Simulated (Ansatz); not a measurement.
# Sc3Ge: one candidate of a structure search

The task: take a trial cell of Sc3Ge to zero force and stress, then test the end with a random kick.

Method: DFT PBE, scalar-relativistic, plane waves, PAW, in Ansatz 0.2.0.

**1. Starting point**

It takes space group Fm-3m (No. 225, cubic). The conventional cell has a = 6.660 Å, b = 6.660 Å, c = 6.660 Å, α = 90.00°, β = 90.00°, γ = 90.00°. Sc (site symmetry m-3m) has 8 Sc at 2.88 Å as nearest neighbours. Sc (site symmetry -43m) is surrounded by 4 Sc at 2.88 Å and 4 Ge at 2.88 Å. Ge (site symmetry m-3m) has 8 Sc at 2.88 Å as nearest neighbours.

Structure file:

```
Sc Ge
1.0
     0.00000    3.33003    3.33003
     3.33003    0.00000    3.33003
     3.33003    3.33003    0.00000
Sc Ge
3 1
Cartesian
  0.0000 0.0000 0.0000
  1.6650 1.6650 1.6650
  4.9950 4.9950 4.9950
  3.3300 3.3300 3.3300
```

Recipe of the guess: species swapped into a database cell of Sn3Bi (Fm-3m, No. 225), with Sc on the Sn sites and Ge on the Bi sites. The dimensions are guesses.

**2. The guess as it stands, on a coarse mesh**

Input file input.yaml:

```yaml
crystal:
  lattice:
    - [0.0, 3.33003206, 3.33003206]
    - [3.33003206, 0.0, 3.33003206]
    - [3.33003206, 3.33003206, 0.0]
  atoms:
    - { symbol: Sc, position: [0.0, 0.0, 0.0] }
    - { symbol: Sc, position: [0.25, 0.25, 0.25] }
    - { symbol: Sc, position: [0.75, 0.75, 0.75] }
    - { symbol: Ge, position: [0.5, 0.5, 0.5] }
basis:
  ecutwfc: 420
kpoints:
  mp_grid: { grid: [4, 4, 4] }
hamiltonian:
  xc: pbe
scf:
  occupations: { method: gaussian, width: 0.1 }
  lower_state_search: "off"
output:
  forces: true
  stress: true
  eigenvalues: true
```

Started as:

```bash
$ ansatz run input.yaml --threads 1 --pin off --max-ram 2560MiB --backend cpu --events-out ev --progress --plain --runs-dir out
```

Further runs follow: a loose first relaxation; spin check on a coarse mesh; final relaxation; reference for the kick test.

**Question.** What will these runs give? Wanted: conventional cell; volume; energy over the elements; gap on the mesh; total moment.

The runs gave:

```
                              quantity                                                                      value
symmetry at the end (tolerance 0.05 Å)                                                space group Fm-3m (No. 225)
                     conventional cell  a = 6.904 Å, b = 6.904 Å, c = 6.904 Å, α = 90.00°, β = 90.00°, γ = 90.00°
                                volume                                                              20.56 Å³/atom
              energy over the elements                                                              -0.21 eV/atom
                       gap on the mesh                                                               none (metal)
                          total moment                                                               1.57 μB/cell
```

The space group Fm-3m (No. 225) is kept, and the volume per atom grows by 11.4 % from the first guess. A negative formation energy is needed for stability but isn't enough; other structures and compounds were not set against it here. No finished test with a distortion of lower symmetry is shown, so the end may be a saddle point. Other magnetic orders were not searched.
